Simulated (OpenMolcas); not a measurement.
# InCl (SMILES [Cl][In]): a chain of runs

We compute a single-point energy (HF/ANO-RCC-MB), then the energy (CASSCF(4,4)/ANO-RCC-VDZP), then a single-point energy (CASPT2(4,4)/ANO-RCC-VDZP) of InCl. 

The results are computed with OpenMolcas 26.06.

### 1 The molecule

The species is InCl (2 atoms), meant as a singlet with charge 0. As SMILES, `[Cl][In]`. The shape is that of a PBE0-D4/def2-TZVP optimisation.

Bond lengths: Cl1–In2 2.414 Å.

### 2 The energy at HF/ANO-RCC-MB (DKH2) (run 1)

step1.input reads:

```
&GATEWAY
Coord
2
bohr
Cl     0.00000000     0.00000000    -0.02632388
In     0.00000000     0.00000000     4.53456791
Basis
ANO-RCC-MB
Group
NoSym
&SEWARD
&SCF
PrOrbitals
1 1
```

Run with:

```bash
$ export MOLCAS_MEM=1860
$ pymolcas step1.input > step1.log
```

The program printed:

```text
--- Start Module: gateway ---
[...]
--- Stop Module: gateway /rc=_RC_ALL_IS_WELL_ ---
--- Start Module: seward ---
[...]
      Basis functions           36
--- Stop Module: seward /rc=_RC_ALL_IS_WELL_ ---
[...]
--- Start Module: scf ---
[...]
       Convergence after   8 Iterations
[...]
::    Total SCF energy                              -6338.0599386446
[...]
      Total spin, S                                     0.0000000000
[...]
      Total electronic charge=   66.000000
      Total            charge=   -0.000000
[...]
      Dipole Moment (debye):
      Origin of the operator (angstrom)=    0.0000    0.0000    1.8365
                   X= -7.5759E-11               Y= -2.6729E-12               Z=  3.8323E+00           Total=  3.8323E+00
      Quadrupole Moment (debye*angstrom):
[...]
--- Stop Module: scf /rc=_RC_ALL_IS_WELL_ ---
[...]
```

It took 3.3 s on 1 thread of Arm Neoverse V1, shared host; peak memory 0.42 GiB.

### 3 The energy at CASSCF(4,4)/ANO-RCC-VDZP (DKH2, RICD fitting) (run 2)

step2.input reads:

```
&GATEWAY
  Coord
  2
  bohr
  Cl     0.00000000     0.00000000    -0.02632388
  In     0.00000000     0.00000000     4.53456791
  Basis=ANO-RCC-MB
  Group=NoSym

&SEWARD

&RASSCF
  FileOrb=$CurrDir/step1.ScfOrb
  Alter=2
  1 30 32
  1 34 36
  Spin=1
  Nactel=4 0 0
  Inactive=31
  Ras2=4
  OrbListing=Nothing
>>> COPY $Project.RunFile RUNFIL1
>>> COPY $Project.RasOrb INPORB

&GATEWAY
  Coord
  2
  bohr
  Cl     0.00000000     0.00000000    -0.02632388
  In     0.00000000     0.00000000     4.53456791
  Basis=ANO-RCC-VDZP
  Group=NoSym
  RICD

&SEWARD
>>> COPY $Project.RunFile RUNFIL2

&EXPBAS

&RASSCF
  FileOrb=$Project.ExpOrb
  Spin=1
  Nactel=4 0 0
  Inactive=31
  Ras2=4
  OrbListing=Nothing
  OrbAppear=Compact
```

Run with:

```bash
$ export MOLCAS_MEM=1860
$ pymolcas step2.input > step2.log
```

The program printed:

```text
--- Start Module: gateway ---
[...]
--- Stop Module: gateway /rc=_RC_ALL_IS_WELL_ ---
[...]
      Basis functions           36
[...]
      Number of active orbitals                  4
[...]
      Spin quantum number                      0.0
[...]
      Active orbitals                            4
[...]
      Number of CSFs                            20
[...]
      Number of root(s) required                 1
[...]
      Convergence after  9 iterations
[...]
      printout of CI-coefficients larger than  0.05 for root  1
      energy=   -6338.074784
      conf/sym  1111     Coeff  Weight
             1  2200  -0.98647 0.97312
             6  2020   0.07686 0.00591
             8  2002   0.12216 0.01492
            12  0220   0.05004 0.00250
      Natural orbitals and occupation numbers for root  1
      sym 1:   1.991237   1.954786   0.020503   0.033474
      ************************************************************************************************************************
      *                                                    Final results                                                     *
[...]
::    RASSCF root number  1 Total energy:  -6338.07478398
[...]
      Basis functions           61
[...]
--- Start Module: expbas ---
[...]
--- Stop Module: expbas /rc=_RC_ALL_IS_WELL_ ---
[...]
      Convergence after 16 iterations
[...]
      Natural orbitals and occupation numbers for root  1
      sym 1:   1.989987   1.956679   0.011656   0.041678
      ************************************************************************************************************************
      *                                                    Final results                                                     *
[...]
::    RASSCF root number  1 Total energy:  -6338.11165413
[...]
      Total electronic charge=   66.000000
      Total            charge=   -0.000000
[...]
```

It took 14 s on 1 thread of Arm Neoverse V1, shared host; peak memory 0.42 GiB.

### 4 A single-point energy at CASPT2(4,4)/ANO-RCC-VDZP (DKH2, RICD fitting, ipea shift 0.25 Eh, pt2 variant SS) (run 3)

step3.inp reads:

```
* ClIn CASPT2

&gateway
  coord
  2
  bohr
  Cl     0.00000000     0.00000000    -0.02632388
  In     0.00000000     0.00000000     4.53456791
  basis
  ANO-RCC-VDZP
  group
  NoSym
  ricd

&seward

&rasscf
  fileorb
  $CurrDir/step2.RasOrb
  spin
  1
  nactel
  4 0 0
  inactive
  31
  ras2
  4
  orblisting
  Nothing
  orbappear
  Compact

&caspt2
  imaginary
  0.2
```

Run with:

```bash
$ export MOLCAS_MEM=1860
$ pymolcas step3.inp > step3.log
```

The program printed:

```text
--- Start Module: gateway ---
[...]
--- Stop Module: gateway /rc=_RC_ALL_IS_WELL_ ---
[...]
      Basis functions           61
[...]
--- Start Module: rasscf ---
[...]
      Number of active orbitals                  4
[...]
      Spin quantum number                      0.0
[...]
      Active orbitals                            4
[...]
      Number of CSFs                            20
[...]
      Number of root(s) required                 1
[...]
      Convergence after  4 iterations
[...]
      printout of CI-coefficients larger than  0.05 for root  1
      energy=   -6338.111654
      conf/sym  1111     Coeff  Weight
             1  2200  -0.98663 0.97344
             8  2002   0.14279 0.02039
            12  0220   0.06542 0.00428
      Natural orbitals and occupation numbers for root  1
      sym 1:   1.989987   1.956680   0.011656   0.041677
      ************************************************************************************************************************
      *                                                    Final results                                                     *
[...]
::    RASSCF root number  1 Total energy:  -6338.11165413
[...]
      Total electronic charge=   66.000000
      Total            charge=   -0.000000
[...]
      Dipole Moment (debye):
      Origin of the operator (angstrom)=    0.0000    0.0000    1.8365
                   X= -3.6298E-12               Y= -4.2355E-12               Z=  4.0117E+00           Total=  4.0117E+00
      Quadrupole Moment (debye*angstrom):
[...]
--- Stop Module: rasscf /rc=_RC_ALL_IS_WELL_ ---
[...]
--- Start Module: caspt2 ---
[...]
      E2 (Variational):          -0.5091489759
      Total energy:           -6338.6208031080
[...]
      Reference weight:           0.87696
[...]
::    CASPT2 Root  1     Total energy:  -6338.62080311
[...]
--- Stop Module: caspt2 /rc=_RC_ALL_IS_WELL_ ---
[...]
```

Wall time 11 s (1 thread of Arm Neoverse V1, shared host); peak memory 0.37 GiB.

### 5 Outcome

```
                                                       quantity           value
                             run 1, HF/ANO-RCC-MB: total energy  -6338.05994 Eh
                            run 1, HF/ANO-RCC-MB: dipole moment          3.83 D
                              run 1, HF/ANO-RCC-MB: HOMO energy        -9.04 eV
                              run 1, HF/ANO-RCC-MB: LUMO energy         0.73 eV
                            run 1, HF/ANO-RCC-MB: HOMO–LUMO gap         9.78 eV
                  run 2, CASSCF(4,4)/ANO-RCC-VDZP: total energy  -6338.11165 Eh
run 2, CASSCF(4,4)/ANO-RCC-VDZP: dipole moment (CASSCF density)          4.01 D
                  run 3, CASPT2(4,4)/ANO-RCC-VDZP: total energy  -6338.62080 Eh
run 3, CASPT2(4,4)/ANO-RCC-VDZP: dipole moment (CASSCF density)          4.01 D
```
